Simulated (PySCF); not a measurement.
# C5H10NO2+: magnetic properties

Aim: compute the magnetic properties of C5H10NO2+ (`C[N+]#CC(OC)OC`).

Programs: PySCF 2.14.0, with routines of our own; each step states its level. All values are computed. Atoms count from 0.

## 1. The system as given

18 atoms, charge 1, multiplicity 1; geometry from: GFN2-xTB.

## 2. Magnetic properties: GIAO CAM-B3LYP/pcSseg-1

Job settings and geometry (Å):

```
{"job": {"kind": "mag", "xc": "CAM-B3LYP", "basis": "pcSseg-1", "isotopologues": 2}, "charge": 1, "multiplicity": 1}
C      3.345490     0.378535    -0.730386
N      2.076638     0.031057    -0.348379
C      1.027733    -0.306253    -0.021338
C     -0.321353    -0.481779     0.536995
O     -1.133519    -1.058023    -0.414416
C     -2.305533    -1.683816     0.111155
O     -0.717918     0.756691     1.028756
C     -1.165849     1.714238     0.070239
H      4.010745     0.335365     0.135930
H      3.699501    -0.314885    -1.498096
H      3.336706     1.394396    -1.133849
H     -0.199364    -1.125138     1.436242
H     -2.865804    -2.016476    -0.758393
H     -2.902686    -0.978433     0.691892
H     -2.037393    -2.542859     0.730618
H     -1.687602     2.471928     0.649423
H     -1.847512     1.263005    -0.651767
H     -0.321037     2.168764    -0.452946
```

Level: GIAO CAM-B3LYP/pcSseg-1 magnetisability, rotational g tensor and spin-rotation constants, non-relativistic, gas phase.

Started as:

```
OMP_NUM_THREADS=1 python excited_run.py task.json out
```

One launch serves the whole session: the jobs run in the order shown.

What it wrote:

```text
coarse grid: 14864 points
cycle   1  E = -400.9685086149  dE =  1.685e+00  |g| = 8.493e-01  |ddm| = 3.594e+00
cycle   2  E = -400.9099845756  dE =  5.852e-02  |g| = 1.070e+00  |ddm| = 1.339e+00
cycle   3  E = -401.1081154951  dE = -1.981e-01  |g| = 1.049e-01  |ddm| = 7.343e-01
cycle   4  E = -401.1093117100  dE = -1.196e-03  |g| = 6.778e-02  |ddm| = 9.085e-02
cycle   5  E = -401.1101053513  dE = -7.936e-04  |g| = 2.061e-02  |ddm| = 4.180e-02
cycle   6  E = -401.1101880002  dE = -8.265e-05  |g| = 5.418e-03  |ddm| = 1.511e-02
cycle   7  E = -401.1101933971  dE = -5.397e-06  |g| = 1.914e-03  |ddm| = 4.457e-03
final grid: 143168 points
cycle   8  E = -401.1962349180  dE = -3.557e-05  |g| = 5.985e-03  |ddm| = 1.662e-02
cycle   9  E = -401.1962329916  dE =  1.926e-06  |g| = 7.036e-03  |ddm| = 7.538e-03
cycle  10  E = -401.1962417929  dE = -8.801e-06  |g| = 1.248e-03  |ddm| = 4.131e-03
cycle  11  E = -401.1962420885  dE = -2.956e-07  |g| = 2.678e-04  |ddm| = 7.806e-04
cycle  12  E = -401.1962420987  dE = -1.014e-08  |g| = 1.595e-04  |ddm| = 2.489e-04
cycle  13  E = -401.1962421035  dE = -4.847e-09  |g| = 2.699e-05  |ddm| = 9.792e-05
cycle  14  E = -401.1962421037  dE = -1.804e-10  |g| = 9.760e-06  |ddm| = 3.111e-05
converged SCF energy = -401.1962421037

Magnetisability tensor (1e-30 J/T^2)
    -1288.74      -53.30       56.45
      -53.30    -1123.85       53.06
       56.45       53.06    -1107.21
isotropic -1173.26   principal values   -1326.82  -1131.56  -1061.42
isotropic susceptibility -70.656 1e-6 cm^3/mol

Inertial axes            a          b          c
rot. const./GHz      3.4484     1.1653     0.9560
chi total           -79.411    -65.761    -66.795
chi diamagnetic    -451.643  -1138.649  -1367.106
chi paramagnetic    372.232   1072.887   1300.311
quadrupole/D A       33.014    -12.874    -20.140
g nuclear            0.6098     0.5970     0.5942
g electronic        -0.6030    -0.5874    -0.5840
g total              0.0067     0.0096     0.0103

Spin-rotation constants (kHz, H = +C I.J)
atom  isotope        aa         bb         cc
  1    14N        0.091      0.167      0.130
  8     1H       -0.291     -0.145     -0.013
  9     1H       -0.359     -0.033     -0.085
 10     1H       -0.374     -0.035     -0.079
 11     1H       -0.326     -0.125      0.019
 12     1H       -0.305     -0.107     -0.009
 13     1H       -0.266     -0.008     -0.105
 14     1H       -0.397     -0.060     -0.034
 15     1H       -0.303      0.011     -0.108
 16     1H       -0.210     -0.096     -0.049
 17     1H        0.025     -0.125     -0.108
  0    13C*       0.392      0.186      0.152
  2    13C*       0.122      0.483      0.386
  3    13C*       0.939      0.271      0.252
  4    17O*      -0.396     -0.087     -0.081
  5    13C*       0.494      0.286      0.217
* in the singly substituted isotopologue

Isotopologues: g along a, b, c
2H    at 8,9,10,11,12,1     0.0056     0.0080     0.0088
13C   at 0                  0.0067     0.0092     0.0099
```

It took 74 s on 1 thread of Intel Xeon Platinum 8259CL at 2.50GHz, shared host; peak memory 1 GiB.

In short:

```csv
quantity,value
magnetisability,-1173·10⁻³⁰ J/T²
molar susceptibility,-70.7·10⁻⁶ cm³/mol
"rotational g (a, b, c)","0.0067, 0.0096, 0.0103"
```

## 3. Magnetic properties: GIAO X3LYP/6-31G in chloroform

Settings changed since step 2:

```diff
@@ -1,2 +1,2 @@
-{"job": {"kind": "mag", "xc": "CAM-B3LYP", "basis": "pcSseg-1", "isotopologues": 2}, "charge": 1, "multiplicity": 1}
+{"job": {"kind": "mag", "xc": "X3LYP", "basis": "6-31G", "solvent": "chloroform"}, "charge": 1, "multiplicity": 1}
 C      3.345490     0.378535    -0.730386
```

With the program's defaults for keys left out, this is: GIAO X3LYP/6-31G magnetisability, non-relativistic, IEF-PCM chloroform.

What it wrote:

```text
coarse grid: 14864 points
cycle   1  E = -401.1277536312  dE =  1.518e+00  |g| = 7.515e-01  |ddm| = 4.080e+00
cycle   2  E = -400.9270159379  dE =  2.007e-01  |g| = 1.260e+00  |ddm| = 2.243e+00
cycle   3  E = -401.2448590590  dE = -3.178e-01  |g| = 1.162e-01  |ddm| = 1.422e+00
cycle   4  E = -401.2464418092  dE = -1.583e-03  |g| = 7.799e-02  |ddm| = 1.560e-01
cycle   5  E = -401.2475269478  dE = -1.085e-03  |g| = 2.545e-02  |ddm| = 6.824e-02
cycle   6  E = -401.2476696819  dE = -1.427e-04  |g| = 5.823e-03  |ddm| = 2.387e-02
cycle   7  E = -401.2476754914  dE = -5.810e-06  |g| = 2.171e-03  |ddm| = 6.330e-03
final grid: 143168 points
cycle   8  E = -401.1841453233  dE = -9.420e-06  |g| = 6.539e-03  |ddm| = 1.931e-02
cycle   9  E = -401.1841359650  dE =  9.358e-06  |g| = 9.537e-03  |ddm| = 1.329e-02
cycle  10  E = -401.1841543313  dE = -1.837e-05  |g| = 2.361e-03  |ddm| = 8.186e-03
cycle  11  E = -401.1841555632  dE = -1.232e-06  |g| = 4.243e-04  |ddm| = 1.972e-03
cycle  12  E = -401.1841555972  dE = -3.400e-08  |g| = 7.698e-05  |ddm| = 3.955e-04
cycle  13  E = -401.1841555983  dE = -1.082e-09  |g| = 3.388e-05  |ddm| = 1.008e-04
cycle  14  E = -401.1841555986  dE = -2.457e-10  |g| = 8.384e-06  |ddm| = 3.724e-05
converged SCF energy = -401.1841555986

Magnetisability tensor (1e-30 J/T^2)
    -1302.01      -53.52       56.00
      -53.52    -1135.18       53.43
       56.00       53.43    -1126.06
isotropic -1187.75   principal values   -1340.38  -1146.03  -1076.84
isotropic susceptibility -71.528 1e-6 cm^3/mol

Inertial axes            a          b          c
rot. const./GHz      3.4484     1.1653     0.9560
chi total           -80.212    -66.454    -67.918
chi diamagnetic    -451.972  -1138.262  -1367.014
chi paramagnetic    371.760   1071.808   1299.096
quadrupole/D A       33.657    -13.446    -20.211
```

It took 27 s on 1 thread of Intel Xeon Platinum 8259CL at 2.50GHz, shared host; peak memory 0.59 GiB.

Key values:

```csv
quantity,value
magnetisability,-1188·10⁻³⁰ J/T²
molar susceptibility,-71.5·10⁻⁶ cm³/mol
```

## 4. Magnetic properties: GIAO LC-wPBE/pcSseg-1

Settings changed since step 3:

```diff
@@ -1,2 +1,2 @@
-{"job": {"kind": "mag", "xc": "X3LYP", "basis": "6-31G", "solvent": "chloroform"}, "charge": 1, "multiplicity": 1}
+{"job": {"kind": "mag", "xc": "LC-wPBE", "basis": "pcSseg-1", "scf": {"diis": false, "max_cycle": 96}}, "charge": 1, "multiplicity": 1}
 C      3.345490     0.378535    -0.730386
```

Level: GIAO LC-wPBE/pcSseg-1 magnetisability, rotational g tensor and spin-rotation constants, non-relativistic, gas phase.

What it wrote:

```text
final grid: 143168 points
cycle   1  E = -400.9524057134  dE =  1.888e+00  |g| = 9.066e-01  |ddm| = 3.565e+00
cycle   2  E = -400.9887895388  dE = -3.638e-02  |g| = 9.068e-01  |ddm| = 1.170e+00
cycle   3  E = -400.9745556565  dE =  1.423e-02  |g| = 9.893e-01  |ddm| = 9.906e-01
cycle   4  E = -400.9237925532  dE =  5.076e-02  |g| = 1.107e+00  |ddm| = 1.110e+00
cycle   5  E = -400.8654004398  dE =  5.839e-02  |g| = 1.290e+00  |ddm| = 1.228e+00
cycle   6  E = -400.7227684031  dE =  1.426e-01  |g| = 1.534e+00  |ddm| = 1.487e+00
cycle   7  E = -400.5518261146  dE =  1.709e-01  |g| = 1.865e+00  |ddm| = 1.720e+00
cycle   8  E = -400.0664926652  dE =  4.853e-01  |g| = 2.415e+00  |ddm| = 2.270e+00
cycle   9  E = -399.5977057835  dE =  4.688e-01  |g| = 2.948e+00  |ddm| = 2.712e+00
cycle  10  E = -397.8876937085  dE =  1.710e+00  |g| = 4.049e+00  |ddm| = 4.160e+00
[... 76 cycles left out ...]
cycle  87  E = 115.3407155854  dE =  2.306e+02  |g| = 2.975e+01  |ddm| = 3.143e+01
cycle  88  E = -115.2756411874  dE = -2.306e+02  |g| = 2.350e+01  |ddm| = 3.143e+01
cycle  89  E = 115.3407155854  dE =  2.306e+02  |g| = 2.975e+01  |ddm| = 3.143e+01
cycle  90  E = -115.2756411872  dE = -2.306e+02  |g| = 2.350e+01  |ddm| = 3.143e+01
cycle  91  E = 115.3407155855  dE =  2.306e+02  |g| = 2.975e+01  |ddm| = 3.143e+01
cycle  92  E = -115.2756411875  dE = -2.306e+02  |g| = 2.350e+01  |ddm| = 3.143e+01
cycle  93  E = 115.3407155853  dE =  2.306e+02  |g| = 2.975e+01  |ddm| = 3.143e+01
cycle  94  E = -115.2756411871  dE = -2.306e+02  |g| = 2.350e+01  |ddm| = 3.143e+01
cycle  95  E = 115.3407155853  dE =  2.306e+02  |g| = 2.975e+01  |ddm| = 3.143e+01
cycle  96  E = -115.2756411875  dE = -2.306e+02  |g| = 2.350e+01  |ddm| = 3.143e+01
SCF not converged, last energy = -115.2756411875
```

It took 5.1 min on 1 thread of Intel Xeon Platinum 8259CL at 2.50GHz, shared host; peak memory 0.79 GiB.

Why it failed: The SCF swings between two densities 230.62 Eh apart: plain iteration without DIIS overshoots. Cure: turn DIIS on. Numbers printed on the way are no properties of the molecule.

## 5. Summary of results

| quantity | value |
| --- | --- |
| magnetisability (step 2, GIAO CAM-B3LYP/pcSseg-1) | -1173·10⁻³⁰ J/T² |
| molar susceptibility (step 2, GIAO CAM-B3LYP/pcSseg-1) | -70.7·10⁻⁶ cm³/mol |
| rotational g (a, b, c) (step 2, GIAO CAM-B3LYP/pcSseg-1) | 0.0067, 0.0096, 0.0103 |
| runs | 1 failed, 0 ended on unsound input |

**Reading.** For an ion, the motion of the centre of mass in the field is left out. Vibrational averaging and real surroundings are missing from these values.
